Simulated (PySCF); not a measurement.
# Fluorine: the same states on changed settings

One table from this session's results is given with a row withheld; the runs are named, their logs left out.

Program: PySCF 2.14.0. Level of theory: unrestricted determinants in a Gaussian basis, no spin-orbit coupling in the energies. These are calculated values, not measurements, unless marked.

6 further runs of the same task are left out: 6 set aside as unsound or not needed.

### The system

```
Element                                   : fluorine (Z = 9)
Basis                                     : cc-pVTZ (4s3p2d1f, 30 functions)
Hamiltonian                               : the non-relativistic Hamiltonian (point nucleus)
State 1                                   : F: [He] 2s2 2p5, 2P determinant
State 2                                   : F⁺: [He] 2s2 2p4, high-spin 3P determinant
Methods                                   : MP2, CCSD(T)
Core shells frozen in the correlated runs : all electrons: nothing (for F)
```

Outer shells as boxes (Hund's rule):

F [He] 2s2 2p5
```
[He] core
2s [↑↓]
2p [↑↓][↑↓][↑ ]
```

F+ [He] 2s2 2p4
```
[He] core
2s [↑↓]
2p [↑↓][↑ ][↑ ]
```

The sound run (cc-pVTZ, the non-relativistic Hamiltonian (point nucleus), symmetry-adapted start, fine grid, valence correlation) gave:

| species | method | energy (hartree) |
| --- | --- | --- |
| F | UHF | -99.40552 |
| F | M06-L | -99.74375 |
| F | r2SCAN | -99.72100 |
| F | MP2 (valence) | -99.60536 |
| F | CCSD(T) (valence) | -99.62036 |
| F⁺ | UHF | -98.83026 |
| F⁺ | M06-L | -99.11097 |
| F⁺ | r2SCAN | -99.07794 |
| F⁺ | MP2 (valence) | -98.97349 |
| F⁺ | CCSD(T) (valence) | -98.99079 |

One driver process ran all states and methods and kept the integrals in memory. Each run is shown as a PySCF script that sums up its settings (the driver passes frozen orbitals as a list and adds second-order terms of double hybrids); the logs are those of the runs themselves. The driver starts from symmetry-adapted Hartree-Fock orbitals, holds the occupation by maximum overlap and uses a logarithmic radial grid for functionals, so a plain start would take other cycles.

Set-up of the first run:

It was started by

```bash
$ OMP_NUM_THREADS=1 python atomrun2.py TASK.json OUT
```

Contents of input.py:

```python
from pyscf import gto, scf, dft, mp, cc
import basis_set_exchange as bse
mol = gto.M(atom="F 0 0 0", charge=0, spin=1, symmetry="D2h",
            basis=gto.basis.parse(bse.get_basis("cc-pVTZ", elements=["F"], fmt="nwchem", header=False)))
mf = scf.UHF(mol)
mf.irrep_nelec = {'Ag': (2, 2), 'B1u': (1, 1), 'B2u': (1, 1), 'B3u': (1, 0)}
mf.kernel()
mp.UMP2(mf, frozen=0).kernel()
```

Contents of input.py:

```python
from pyscf import gto, scf, dft, mp, cc
import basis_set_exchange as bse
mol = gto.M(atom="F 0 0 0", charge=0, spin=1, symmetry="D2h",
            basis=gto.basis.parse(bse.get_basis("cc-pVTZ", elements=["F"], fmt="nwchem", header=False)))
mf = scf.UHF(mol)
mf.irrep_nelec = {'Ag': (2, 2), 'B1u': (1, 1), 'B2u': (1, 1), 'B3u': (1, 0)}
mf.kernel()
mycc = cc.CCSD(mf, frozen=0).run()
mycc.ccsd_t()
```

Among the steps run: Changed run, F: the ladder of methods; Changed run, F⁺: the ladder of methods.

One table of the session follows, with a row left open; its other results are not shown here.

Ionisation energy of F:

```
 method  sound run (eV)
    UHF          15.654
    MP2          17.194
SCS-MP2          17.181
   CCSD               ?
CCSD(T)          17.131
```

Estimate the missing values for CCSD.

The run gave: sound run (eV): 17.089. In the column «sound run (eV)» it lies between UHF (15.654) and CCSD(T) (17.131).
